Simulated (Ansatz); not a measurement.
The system is BiTe.

```
Bi Te
1.0
     0.00000    3.23500    3.23500
     3.23500    0.00000    3.23500
     3.23500    3.23500    0.00000
Bi Te
1 1
Cartesian
  0.0000 0.0000 0.0000
  3.2350 3.2350 3.2350
```

| Quantity | Value |
| --- | --- |
| Program | Ansatz 0.2.0 |
| Task | relaxation of cell and atoms |
| Functional | HSE06 |
| Potentials or basis | Ansatz PAW |
| Cutoff | 420 eV (not typed: the program's choice for these potentials) |
| k mesh | 4 × 4 × 4 |
| Occupations | fermi-dirac, width 0.05 eV |
| Spin | no spin polarisation |

At the start: volume 33.86 Å³/atom.

Where does the relaxation end?

It ends after 4 steps and the volume is 33.03 Å³/atom (-2.4 %); space group Fm-3m (No. 225, to 0.05 Å).

Step by step:
| step | energy change (eV) | largest force (eV/Å) | volume (Å³) |
| --- | --- | --- | --- |
| 1 | 0.0000 | 0.0000 | 67.71 |
| 2 | -0.0056 | 0.0000 | 65.15 |
| 3 | -0.0073 | 0.0000 | 66.05 |
| 4 | -0.0070 | 0.0000 | 66.05 |

Final structure:
```
Bi Te
1.0
     0.00000    3.20841    3.20841
     3.20841    0.00000    3.20841
     3.20841    3.20841    0.00000
Bi Te
1 1
Direct
  0.00000 0.00000 0.00000
  0.50000 0.50000 0.50000
```

Caveat: the k mesh is coarse (spacing up to 0.42 Å⁻¹), so the values aren't converged, least of all with exact exchange; the plane-wave basis is chosen anew once the cell has moved, so the energies of steps on either side of that aren't comparable; the PAW data sets come from PBE, with cores solved anew for the run's functional, which leaves a small shift of forces and pressure.
